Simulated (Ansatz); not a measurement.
**InAsH6: small, medium and large basis sets**

An exercise on one series of results from a longer session: the logs are not shown, and one member is left open.

The runs use Ansatz 0.2.0, Gaussian basis; one geometry, several basis sets.

The runs, in order: PBE0-D4/def2-SVP; ωB97M-V/def2-SVP; PBE0-D4/def2-QZVPP; ωB97M-V/def2-QZVPP; the functionals' def2-TZVPP values are taken from earlier runs.

## Structure used throughout

The geometry comes from an earlier relaxation with PBE0-D4 in a triple-zeta def2 set; it is a stationary point, not always the lowest conformer. In takes the def2 core potential; no spin-orbit term is included.

SMILES `[AsH3+][InH3-]`, 8 atoms, charge 0, spin multiplicity 1.

Atoms are counted from 1 here; the program's logs count them from 0.

Bond lengths: As1–In2 2.905 Å, As1–H3 1.510 Å, As1–H4 1.510 Å, As1–H5 1.510 Å, In2–H6 1.730 Å, In2–H7 1.730 Å, In2–H8 1.730 Å. Angles: In2–As1–H3 120.7°, In2–As1–H4 120.7°, In2–As1–H5 120.7°, H3–As1–H4 96.2°, H3–As1–H5 96.2°, H4–As1–H5 96.2°, As1–In2–H6 94.7°, As1–In2–H7 94.6°, As1–In2–H8 94.7°, H6–In2–H7 119.3°, H6–In2–H8 119.3°, H7–In2–H8 119.3°.

Set-up of the first run:

in.yaml reads:

```yaml
crystal:
  periodic: [false, false, false]
  atoms:
    - {symbol: As, position_ang: [-0.634951, 0.325495, -0.984696]}
    - {symbol: In, position_ang: [0.881638, -0.451957, 1.367658]}
    - {symbol: H, position_ang: [-1.666391, 1.425976, -0.909268]}
    - {symbol: H, position_ang: [-1.512856, -0.672538, -1.701540]}
    - {symbol: H, position_ang: [0.065880, 0.842567, -2.218453]}
    - {symbol: H, position_ang: [0.110039, 0.685574, 2.417654]}
    - {symbol: H, position_ang: [2.419197, -0.061404, 0.678290]}
    - {symbol: H, position_ang: [0.337443, -2.093722, 1.350363]}
basis:
  gaussian: {orbitals: def2-SVP}
hamiltonian: {xc: pbe0, dispersion: d4}
output: {orbitals: {seedname: orbitals}}
```

Steps of the session up to this table: PBE0-D4 in def2-SVP; ωB97M-V in def2-SVP; PBE0-D4 in def2-QZVPP; ωB97M-V in def2-QZVPP.

One table of the session follows, with a row left open; its other results are not shown here.

It belongs to the step «Density functionals: the series». 

| functional | basis | HOMO (eV) |
| --- | --- | --- |
| PBE0-D4 | def2-SVP | -7.56 |
| PBE0-D4 | def2-TZVPP | -7.63 |
| PBE0-D4 | def2-QZVPP | -7.64 |
| ωB97M-V | def2-SVP | -9.72 |
| ωB97M-V | def2-TZVPP | -9.85 |
| ωB97M-V | def2-QZVPP | ? |

Q: Estimate the row for ωB97M-V, def2-QZVPP from the others.

As computed: HOMO (eV): -9.87. In the column «HOMO (eV)» it is the lowest.
